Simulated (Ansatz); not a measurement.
**C6H17GeNO: up Jacob's ladder to CCSD(T)**

One table from this session's results is given with a row withheld; the runs are named, their logs left out.

Computed with Ansatz 0.2.0, Gaussian basis. Level: functionals in def2-TZVPP, the program's frozen cores in correlated methods.

The runs, in order: LDA (SPW92), PBE-D4, revPBE-D4, BLYP-D4, r2SCAN-D4, B97M-V, PBE0-D4, B3LYP-D4, r2SCANh-D4, r2SCAN0-D4, HSE06-D4, BHLYP-D4, CAM-B3LYP-D4, LC-ωPBE, ωB97X-V, ωB97M-V, B2PLYP, PBE-QIDH; CCSD(T)/def2-SVP; CCSD(T)/def2-TZVPP; MP2/def2-QZVPP; extrapolation to the limit; RPA on PBE.

## The relaxed structure

An earlier PBE0-D4 in a triple-zeta def2 set relaxation fixed the geometry.

SMILES `C[O][GeH]([CH3])[NH]C(C)(C)C`, 26 atoms, charge 0, spin multiplicity 1.

Atoms are counted from 1 here; the program's logs count them from 0.

Bond lengths: C1–O2 1.402 Å, C1–H10 1.099 Å, C1–H11 1.100 Å, C1–H12 1.093 Å, O2–Ge3 1.797 Å, Ge3–C4 1.942 Å, Ge3–N5 1.817 Å, Ge3–H13 1.543 Å, C4–H14 1.091 Å, C4–H15 1.091 Å, C4–H16 1.091 Å, N5–C6 1.464 Å, N5–H17 1.011 Å, C6–C7 1.522 Å, C6–C8 1.526 Å, C6–C9 1.529 Å, C7–H18 1.094 Å, C7–H19 1.092 Å and more. Angles: O2–C1–H10 112.3°, O2–C1–H11 112.4°, O2–C1–H12 108.6°, H10–C1–H11 107.8°, H10–C1–H12 107.7°, H11–C1–H12 107.8°, C1–O2–Ge3 118.5°, O2–Ge3–C4 109.8°, O2–Ge3–N5 108.9°, O2–Ge3–H13 105.2°, C4–Ge3–N5 107.8°, C4–Ge3–H13 113.2°, N5–Ge3–H13 111.8°, Ge3–C4–H14 110.2°, Ge3–C4–H15 110.5°, Ge3–C4–H16 109.9°, H14–C4–H15 108.6°, H14–C4–H16 108.5° and more.

The first run:

The input, in.yaml:

```yaml
crystal:
  periodic: [false, false, false]
  atoms:
    - {symbol: C, position_ang: [-0.485198, -1.944986, -2.643116]}
    - {symbol: O, position_ang: [-0.067300, -1.502671, -1.379708]}
    - {symbol: Ge, position_ang: [-1.246640, -0.624037, -0.346773]}
    - {symbol: C, position_ang: [-2.463727, -1.889432, 0.484352]}
    - {symbol: N, position_ang: [-0.344856, 0.233439, 0.977629]}
    - {symbol: C, position_ang: [0.836498, 1.077276, 0.788493]}
    - {symbol: C, position_ang: [0.651183, 1.920021, -0.465832]}
    - {symbol: C, position_ang: [0.955745, 1.992187, 2.003679]}
    - {symbol: C, position_ang: [2.102185, 0.229396, 0.653107]}
    - {symbol: H, position_ang: [-1.184444, -2.790425, -2.578514]}
    - {symbol: H, position_ang: [-0.971523, -1.149316, -3.226224]}
    - {symbol: H, position_ang: [0.392459, -2.280645, -3.202247]}
    - {symbol: H, position_ang: [-1.954248, 0.368172, -1.293886]}
    - {symbol: H, position_ang: [-3.007379, -2.447209, -0.279357]}
    - {symbol: H, position_ang: [-3.185874, -1.366912, 1.113292]}
    - {symbol: H, position_ang: [-1.903416, -2.597560, 1.096791]}
    - {symbol: H, position_ang: [-0.263374, -0.325207, 1.816628]}
    - {symbol: H, position_ang: [0.612162, 1.292645, -1.360853]}
    - {symbol: H, position_ang: [-0.269530, 2.505256, -0.408313]}
    - {symbol: H, position_ang: [1.490355, 2.608470, -0.583562]}
    - {symbol: H, position_ang: [1.059577, 1.403264, 2.920005]}
    - {symbol: H, position_ang: [0.064559, 2.615606, 2.100300]}
    - {symbol: H, position_ang: [1.832206, 2.640168, 1.922929]}
    - {symbol: H, position_ang: [2.253814, -0.375228, 1.552307]}
    - {symbol: H, position_ang: [2.014814, -0.445769, -0.200279]}
    - {symbol: H, position_ang: [2.987655, 0.857497, 0.519153]}
basis:
  gaussian: {orbitals: def2-TZVPP}
hamiltonian: {xc: lda}
output: {orbitals: {seedname: orbitals}}
```

Among the steps run: LDA; PBE-D4 (GGA); revPBE-D4 (GGA); BLYP-D4 (GGA); r2SCAN-D4 (meta-GGA); B97M-V (meta-GGA); PBE0-D4 (hybrid); B3LYP-D4 (hybrid); r2SCANh-D4 (hybrid); r2SCAN0-D4 (hybrid); HSE06-D4 (hybrid); BHLYP-D4 (hybrid); CAM-B3LYP-D4 (range-separated); LC-ωPBE (range-separated); ωB97X-V (range-separated); ωB97M-V (range-separated); B2PLYP (double hybrid); PBE-QIDH (double hybrid).

One of the session's tables, all rows but one given; the rest of the session is left out.

It belongs to the step «Frontier levels by functional». 

```
  functional  HOMO (eV)  LUMO (eV)  gap (eV)
 LDA (SPW92)      -5.47      -0.12      5.36
      PBE-D4      -5.31       0.10      5.41
   revPBE-D4      -5.24       0.22      5.46
     BLYP-D4      -5.19       0.12      5.31
   r2SCAN-D4      -5.57       0.68      6.25
      B97M-V      -5.74       0.19      5.94
     PBE0-D4      -6.67       0.93      7.60
    B3LYP-D4      -6.44       0.61      7.05
  r2SCANh-D4          ?          ?         ?
  r2SCAN0-D4      -6.86       1.33      8.19
    HSE06-D4      -6.27       0.56      6.83
    BHLYP-D4      -7.96       1.56      9.53
CAM-B3LYP-D4      -8.07       1.71      9.78
     LC-ωPBE      -9.42       3.02     12.44
     ωB97X-V      -9.10       2.75     11.85
     ωB97M-V      -9.03       2.34     11.37
```

**Question.** Estimate the row for r2SCANh-D4.

Worked estimate for «HOMO (eV)». Against the share of exact exchange, r2SCAN-D4 (0, -5.57), r2SCAN0-D4 (0.25, -6.86) give a slope of -5.16 per unit share; at 0.1 the line stands at -6.09.

**Answer.** HOMO (eV): -6.08; LUMO (eV): 0.95; gap (eV): 7.04. In «HOMO (eV)» the line misses by -0.01.
